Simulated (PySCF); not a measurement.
# Towards the basis-set limit for SnS

The task here is to estimate one member of a computed series from the others.

Program: PySCF 2.14.0. Level of theory: CCSD(T) on RHF, scalar-relativistic core potentials. These are calculated values, not measurements.

The first run:

- molecule: SnS
- state: singlet, unpaired electrons none
- smaller basis: Sn cc-pwCVDZ-PP with ECP28, S aug-cc-pV(D+d)Z
- larger basis: Sn cc-pwCVTZ-PP with ECP28, S aug-cc-pV(T+d)Z
- frozen core orbitals: 9
- extrapolation: correlation as n⁻³ (n = 2, 3), Hartree–Fock as (n+1)·exp(−9√n)
- corrections: core–valence correlation
- distances (Å): 1.9528, 2.0416, 2.1304, 2.2191, 2.3079, 2.4189, 2.5298
- masses (u): 119.9022, 31.9721
- dissociation limit: Sn + S

Started as:

```
OMP_NUM_THREADS=4 python comp.py task.json out
```

One of the session's tables, all rows but one given; the rest of the session is left out.

```
                 level  Re (Å)  ωe (cm⁻¹)  ωexe (cm⁻¹)  αe (cm⁻¹)  De (eV)
CCSD(T), smaller basis  2.2393      465.0         1.31   0.000510    4.588
 CCSD(T), larger basis  2.2189      483.1         1.28   0.000490    4.909
                HF/CBS  2.1867      536.8         1.10   0.000417    2.629
               MP2/CBS  2.2018      497.8         1.10   0.000464    5.252
              CCSD/CBS  2.1977      510.9         1.13   0.000445    4.659
           CCSD(T)/CBS       ?          ?            ?          ?        ?
        CCSD(T)/CBS+CV  2.2118      488.3         1.27   0.000485    5.048
```

Q: Estimate the row for CCSD(T)/CBS from the others.

The run gave: Re (Å): 2.2138; ωe (cm⁻¹): 487.7; ωexe (cm⁻¹): 1.27; αe (cm⁻¹): 0.000484; De (eV): 5.033. In the column «Re (Å)» it lies between CCSD(T)/CBS+CV (2.2118) and CCSD(T), larger basis (2.2189).

To keep in mind: T1 is 0.025, large enough to doubt a single reference. Spin–orbit coupling and excitations beyond (T) are left out. An extrapolation from double and triple zeta is rough, so this isn't yet the limit.
